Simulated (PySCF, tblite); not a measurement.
**C₂H₈BNO₂: geometry, infrared bands and NMR shifts**

Aim: predict the infrared bands and NMR shifts of C₂H₈BNO₂ (`[NH3+][BH2-]CC(=O)O`).

Programs: tblite 0.8.0 and PySCF 2.14.0, with density-fitted response routines of our own. Each step states its level of theory. These are calculated values for one molecule in the gas phase, unless marked as measured. Atoms count from 0, in the outputs and in this text.

### Step 1. Starting geometry

14 atoms, charge 0, multiplicity 1; geometry from: force field or distance geometry start.

Bonds of the start (Å): N0–B1 1.54, B1–C2 1.62, C2–C3 1.49, C3–O4 1.27, C3–O5 1.39, N0–H6 1.04, N0–H7 1.06, N0–H8 1.03, B1–H9 1.19, B1–H10 1.17, C2–H11 1.11, C2–H12 1.09, O5–H13 1.03.

### Step 2. Optimising the geometry with GFN2-xTB

Job settings and geometry (Å):

```
{"job": {"kind": "relax", "xc": "GFN2-xTB", "basis": "xTB"}, "charge": 0, "multiplicity": 1}
N     -1.826300     0.225400     0.308000
B     -0.815700     0.609600    -0.784000
C      0.491900    -0.271700    -0.416900
C      1.471200     0.590800     0.306300
O      1.206800     1.801300     0.568400
O      2.669000     0.018700     0.716800
H     -2.243800    -0.687300     0.042500
H     -1.255200     0.118100     1.194100
H     -2.501800     0.992800     0.430300
H     -0.534600     1.764900    -0.718500
H     -1.186000     0.315800    -1.857800
H      0.221400    -1.072300     0.304700
H      0.903700    -0.672800    -1.339700
H      3.398600     0.546100     1.223700
```

Started as:

```console
$ OMP_NUM_THREADS=1 python probes_run.py task.json out
```

One launch serves the whole session: the jobs run in the order shown.

**Question.** This job is followed by: GFN2-xTB harmonic vibrations, gas phase; GIAO PBE0/pcSseg-1 NMR shielding, non-relativistic, gas phase. What will the session give for the following? strongest single infrared mode (GFN2-xTB); zero-point energy (GFN2-xTB); 13C shifts against TMS (PBE0/pcSseg-1); 1H shifts against TMS (PBE0/pcSseg-1, means over atoms taken as alike); 15N shifts against NH3 (PBE0/pcSseg-1); 11B shifts against BF3·OEt2 (PBE0/pcSseg-1); 17O shifts against H2O (PBE0/pcSseg-1); surface potential, 1st and 99th percentile.

**Answer**, as computed:

| quantity | value |
| --- | --- |
| strongest single infrared mode (GFN2-xTB) | 1683 cm⁻¹, 497 km/mol |
| zero-point energy (GFN2-xTB) | 70.0 kcal/mol |
| 13C shifts against TMS (PBE0/pcSseg-1) | 193.6, 26.5 ppm |
| 1H shifts against TMS (PBE0/pcSseg-1, means over atoms taken as alike) | 6.01, 4.28, 2.14, 1.54 ppm |
| 15N shifts against NH3 (PBE0/pcSseg-1) | 38.8 ppm |
| 11B shifts against BF3·OEt2 (PBE0/pcSseg-1) | -22.5 ppm |
| 17O shifts against H2O (PBE0/pcSseg-1) | 381.2, 214.8 ppm |
| surface potential, 1st and 99th percentile | -1.35 V and 2.37 V |

What this shows: Relaxing lowered the energy by 1.436 eV in 97 steps; the close pair that moved most is N0–B1, from 1.537 to 1.625 Å. No mode is imaginary among the 36: a minimum at this level. The strongest single mode, at 1683 cm⁻¹, moves mainly C3. Unscaled tight-binding wavenumbers are off by several per cent, some by more. Its intensities can rank the bands wrongly. At PBE0/pcSseg-1: The largest span, 527 ppm, is at O4, where the paramagnetic term is -450 ppm.
